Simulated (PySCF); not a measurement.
# [Eu(NH2)4]−: forces at shaken geometries

Aim: move all atoms of relaxed [Eu(NH2)4]− at random and read energies and forces. The structure is generated, not taken from experiment.

Program: PySCF 2.14.0. Level of theory: B3LYP, Eu lcecp-1-SVP with ECP52, N def2-SVP, H def2-SVP; scalar-relativistic core potentials, no spin–orbit coupling. These are calculated values, not measurements.

1 further run of the same task is left out (for a known fault of the program). Runs told in other sessions of the task aren't counted.

## Step 1: Starting geometry

13 atoms, charge -1, spin multiplicity 1.

Bond lengths: Eu1–N2 2.306 Å, Eu1–N5 2.306 Å, Eu1–N8 2.306 Å, Eu1–N11 2.306 Å, N2–H3 1.023 Å, N2–H4 1.025 Å, N5–H6 1.025 Å, N5–H7 1.023 Å, N8–H9 1.025 Å, N8–H10 1.023 Å, N11–H12 1.023 Å, N11–H13 1.025 Å. Angles: N2–Eu1–N5 111.2°, N2–Eu1–N8 106.1°, N2–Eu1–N11 111.2°, N5–Eu1–N8 111.2°, N5–Eu1–N11 106.1°, N8–Eu1–N11 111.2°, Eu1–N2–H3 131.0°, Eu1–N2–H4 123.8°, H3–N2–H4 105.1°, Eu1–N5–H6 123.8°, Eu1–N5–H7 131.0°, H6–N5–H7 105.1°, Eu1–N8–H9 123.8°, Eu1–N8–H10 131.0°, H9–N8–H10 105.1°, Eu1–N11–H12 131.0°, Eu1–N11–H13 123.8°, H12–N11–H13 105.1°.

As a file:

```
Eu    0.0001    0.0000    0.0000
N     1.3859    1.2444    1.3588
H     1.3421    1.4403    2.3617
H     2.2523    1.6869    1.0374
N    -1.3858   -1.3588    1.2445
H    -2.2526   -1.0376    1.6864
H    -1.3420   -2.3618    1.4403
N     1.3859   -1.2444   -1.3588
H     2.2523   -1.6869   -1.0374
H     1.3421   -1.4403   -2.3617
N    -1.3858    1.3588   -1.2445
H    -1.3420    2.3618   -1.4403
H    -2.2526    1.0376   -1.6864
```

Formal oxidation states: Eu +3. Each metal's 6 4f electrons lie in its core potential, so multiplicities, spins and levels count the valence alone. An earlier session relaxed this geometry at B3LYP, Eu lcecp-1-SVP with ECP52, N def2-SVP, H def2-SVP (singlet, point group S4).

Its energy there is -259.129521 Eh.

## Step 2: Atoms moved at random, σ = 0.03 Å

The input, run.py (the lines that set the calculation):

```python
mol = gto.M(atom='''
Eu     0.01195    -0.02876     0.02412
N      1.39974     1.19647     1.34356
H      1.33547     1.44937     2.38171
H      2.30750     1.70167     1.04344
N     -1.36743    -1.34271     1.27261
H     -2.28961    -1.07134     1.66703
H     -1.36743    -2.31599     1.41825
N      1.41260    -1.21166    -1.34840
H      2.27274    -1.69588    -1.04582
H      1.30025    -1.44803    -2.39067
N     -1.39804     1.36372    -1.27698
H     -1.37696     2.34649    -1.39719
H     -2.24078     1.05665    -1.69165''',
    basis={'Eu': 'lcecp-1-SVP', 'N': 'def2-SVP', 'H': 'def2-SVP'},
    ecp={'Eu': 'lcecp-1-SVP'},
    charge=-1, spin=0)
mf = dft.RKS(mol, xc='B3LYP')
mf.grids.atom_grid = (50, 194)  # f atoms: unpruned, at least (60, 302)
mf = mf.density_fit()  # fitting sets: Eu AutoAux, N def2-universal-JKFIT, H def2-universal-JKFIT
mf.conv_tol = 1e-08; mf.max_cycle = 55
mf.kernel(dm0)  # dm0: the density of the relaxed state
```

Started as:

```sh
$ OMP_NUM_THREADS=2 python run.py
```

## Step 3: Atoms moved at random, σ = 0.03 Å

The input, run.py (the lines that set the calculation):

```python
mol = gto.M(atom='''
Eu     0.03944    -0.02937    -0.02160
N      1.36815     1.29369     1.37176
H      1.35999     1.44900     2.37200
H      2.22806     1.63681     1.02861
N     -1.35383    -1.37326     1.21895
H     -2.28475    -1.03008     1.65520
H     -1.34831    -2.31036     1.47305
N      1.41677    -1.28739    -1.34032
H      2.23364    -1.71098    -1.07740
H      1.34246    -1.43271    -2.34258
N     -1.36691     1.41371    -1.23751
H     -1.35823     2.35811    -1.41969
H     -2.27649     1.02283    -1.68049''',
    basis={'Eu': 'lcecp-1-SVP', 'N': 'def2-SVP', 'H': 'def2-SVP'},
    ecp={'Eu': 'lcecp-1-SVP'},
    charge=-1, spin=0)
mf = dft.RKS(mol, xc='B3LYP')
mf.grids.atom_grid = (50, 194)  # f atoms: unpruned, at least (60, 302)
mf = mf.density_fit()  # fitting sets: Eu AutoAux, N def2-universal-JKFIT, H def2-universal-JKFIT
mf.conv_tol = 1e-08; mf.max_cycle = 55
mf.kernel(dm0)  # dm0: the density of the relaxed state
```

## Step 4: Atoms moved at random, σ = 0.06 Å

The input, run.py (the lines that set the calculation):

```python
mol = gto.M(atom='''
Eu    -0.03889    -0.07396     0.03259
N      1.36458     1.33781     1.37765
H      1.29345     1.38893     2.42579
H      2.21281     1.74437     0.96360
N     -1.43766    -1.38062     1.19973
H     -2.26074    -1.02604     1.65064
H     -1.28383    -2.28723     1.46593
N      1.47872    -1.27963    -1.25308
H      2.15770    -1.77482    -1.15000
H      1.37130    -1.42415    -2.42206
N     -1.37849     1.27989    -1.28437
H     -1.31175     2.44098    -1.36157
H     -2.16720     1.05447    -1.64485''',
    basis={'Eu': 'lcecp-1-SVP', 'N': 'def2-SVP', 'H': 'def2-SVP'},
    ecp={'Eu': 'lcecp-1-SVP'},
    charge=-1, spin=0)
mf = dft.RKS(mol, xc='B3LYP')
mf.grids.atom_grid = (50, 194)  # f atoms: unpruned, at least (60, 302)
mf = mf.density_fit()  # fitting sets: Eu AutoAux, N def2-universal-JKFIT, H def2-universal-JKFIT
mf.conv_tol = 1e-08; mf.max_cycle = 55
mf.kernel(dm0)  # dm0: the density of the relaxed state
```

Before running it: what results should come out? Wanted: for each run, σ; energy rise; harmonic estimate −½ F·u; largest force component.

**Answer**, as computed:

| σ (Å) | energy rise (eV) | harmonic estimate −½ F·u (eV) | largest force component (eV/Å) |
| --- | --- | --- | --- |
| 0.03 | 0.298 | 0.294 | 1.97 |
| 0.03 | 0.473 | 0.476 | 4.27 |
| 0.06 | 2.516 | 2.496 | 11.32 |

Every displacement raises the energy. For a harmonic well the rise equals −½ F·u; the two differ by at most 1 % here (a move with σ = 0.03 Å), from anharmonicity, the grid and the small forces left at the relaxed point. The largest moves cost over 1 eV, far outside the harmonic range, so agreement there can come from errors that cancel between squeezed and stretched bonds. The bases are small and lack diffuse functions. Spin–orbit coupling is left out. The core potential fixes the 4f count, so no charge can pass from the ligands into that shell.
